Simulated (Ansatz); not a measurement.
# Sn3Cl2: the cost of one run

Program: Ansatz 0.2.0. Level of theory: DFT PBE, scalar-relativistic, plane waves, PAW. These are calculated values, not measurements.

## Step 1: Starting point

The structure is trigonal, space group R-3m (No. 166). Conventional cell: a = 4.024 Å, b = 4.024 Å, c = 27.980 Å, α = 90.00°, β = 90.00°, γ = 120.00°. Sn (site symmetry -3m) has 6 Cl at 2.98 Å as nearest neighbours. Sn (site symmetry 3m) has 3 Cl at 2.82 Å as nearest neighbours. Cl (site symmetry 3m) has 6 Sn at 2.82 to 2.98 Å as nearest neighbours.

As a file:

```xyz
5
Lattice="2.0120 1.1616 9.3266 -2.0120 1.1616 9.3266 0.0000 -2.3233 9.3266" Properties=species:S:1:pos:R:3 pbc="T T T"
Sn    0.0000    0.0000    0.0000
Sn    0.0000    0.0000    5.8618
Sn    0.0000    0.0000   22.1181
Cl    0.0000    0.0000   11.1920
Cl    0.0000    0.0000   16.7879
```

(A quick probe on a coarse mesh, which set the mesh and smearing, is not shown.)

## Step 3: A loose first relaxation

input.yaml

```yaml
crystal:
  lattice:
    - [2.0119995441, 1.1616284784, 9.3266384851]
    - [-2.0119995441, 1.1616284784, 9.3266384851]
    - [0.0, -2.3232569568, 9.3266384851]
  atoms:
    - { symbol: Sn, position: [0.0, 0.0, 0.0] }
    - { symbol: Sn, position: [0.2095, 0.2095, 0.2095] }
    - { symbol: Sn, position: [0.7905, 0.7905, 0.7905] }
    - { symbol: Cl, position: [0.4, 0.4, 0.4] }
    - { symbol: Cl, position: [0.6, 0.6, 0.6] }
basis:
  ecutwfc: 420
kpoints:
  mp_grid: { grid: [6, 6, 6] }
hamiltonian:
  xc: pbe
scf:
  occupations: { method: gaussian, width: 0.1 }
  lower_state_search: "off"
output:
  forces: true
  stress: true
  eigenvalues: true
relax:
  adjacent_minimum: "off"
  f_tol: 0.04
  max_steps: 70
  cell: { stress_tol: 0.4 }
```

On the command line:

```bash
> ansatz run input.yaml --threads 1 --pin off --max-ram 2560MiB --backend cpu --events-out ev --progress --plain --runs-dir out
```

What time and memory should one allow on 1 thread of Intel Xeon 6975P-C (Granite Rapids), shared host?

About 62 s, with a peak of 0.52 GiB.
